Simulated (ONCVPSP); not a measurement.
# N: generating and testing an ONCV potential

Aim: build the potential from the settings below, then test how well it stands in for the atom: other configurations, scattering, ghost states and the plane-wave cutoff that it needs.

The numbers are computed with ONCVPSP 4.0.1.1 (patched build) (PBE, scalar-relativistic, spin-unpolarised reference atom).

## Step 1: The design

The settings as typed:

* element: nitrogen (N, Z = 7)
* type: optimised norm-conserving Vanderbilt (ONCV)
* frozen core: [He]
* valence charge: 5
* reference configuration: 2s2 (charge +3)
* partial waves: 2s: rc 0.75 bohr, ncon 4, nbas 7, qcut 10.6 1/bohr, 1 projector; p scattering state at 0.1 Ha: rc 0.80 bohr, ncon 3, nbas 6, qcut 9.6 1/bohr, 2 projectors, debl 1.5 Ha; d scattering state at 0.04 Ha: rc 0.60 bohr, ncon 4, nbas 8, qcut 18.8 1/bohr, 2 projectors, debl 1.8 Ha
* local potential: polynomial inside 0.55 bohr (lpopt 5, dvloc0 0 Ha)
* core correction: polynomial model core, fcfact 0.4

An earlier all-electron run gives the scale for the radii.

All-electron outer shells of the reference configuration (PBE, scalar-relativistic, ld1.x):

| shell | level (eV) | outermost node (bohr) | outermost maximum (bohr) |
| --- | --- | --- | --- |
| 1s | -450.84 | – | 0.15 |
| 2s | -68.13 | 0.31 | 0.92 |
| 2p | -57.08 | – | 0.81 |

## Step 2: The generation run

Input file N.dat:

```
# ATOM AND REFERENCE CONFIGURATION
# atsym  z   nc   nv     iexc    psfile
  N 7.00    1    1        4      upf
#
#   n    l    f
    1    0    2.00
    2    0    2.00
#
# PSEUDOPOTENTIAL AND OPTIMIZATION
# lmax
    2
#
#   l,   rc,      ep,       ncon, nbas, qcut
    0    0.75    0.00    4    7   10.60
    1    0.80    0.10    3    6    9.60
    2    0.60    0.04    4    8   18.80
#
# LOCAL POTENTIAL
# lloc, lpopt,  rc(5),   dvloc0
    4    5    0.55    0.00
#
# VANDERBILT-KLEINMAN-BYLANDER PROJECTORs
# l, nproj, debl
    0    1    3.00
    1    2    1.50
    2    2    1.80
#
# MODEL CORE CHARGE
# icmod, fcfact, rcfact
    1    0.40    0.00
#
# LOG DERIVATIVE ANALYSIS
# epsh1, epsh2, depsh
   -4.00    5.00    0.02
#
# OUTPUT GRID
# rlmax, drl
    6.00    0.01
#
# TEST CONFIGURATIONS
# ncnf
    4
# nvcnf
#   n    l    f
    2
    2    0    2.00
    2    1    3.00
#
    2
    2    0    2.00
    2    1    2.00
#
    2
    2    0    2.00
    2    1    1.00
#
    2
    2    0    1.00
    2    1    3.00
#
```

On the command line:

```
$ oncvpsp.x < N.dat > N.out
```

Before running it: what results should come out? Wanted: cutoffs for 1 and 0.1 mHa per electron, occupied waves; bound ghosts; GHOST(+) flags; largest test error; largest phase difference near zero energy, channels read; rms error of d²Exc/dn², without and with the model core; projector energies reset by the program.

As calculated:

| quantity | value |
| --- | --- |
| cutoffs for 1 and 0.1 mHa per electron, occupied waves | 32 Ha and 182 Ha |
| bound ghosts | none found |
| GHOST(+) flags | s at 131 eV, p at 2413 eV |
| largest test error (AE − PS) | +254 meV, for 2s2 2p3 |
| largest phase difference near zero energy, channels read | 0.037 rad |
| rms error of d²Exc/dn², without and with the model core | 5.80 and 0.92 mHa |
| projector energies reset by the program | p: 0.050, 1.550 Ha |

By total energies transferability is fair for so large an energy: the largest error is 254 meV on 89.5 eV, for 2s2 2p3. By its cutoff, 32 Ha for the looser tolerance, it is of middling hardness. The tighter tolerance needs 182 Ha, and converged work needs a cutoff nearer that. That counts occupied waves only; other projectors can need more. No bound ghost shows below the valence levels. Near zero energy the largest phase difference among the channels read is 0.04 rad, in the s channel. The program also flags highly localised states, GHOST(+) (s, p).
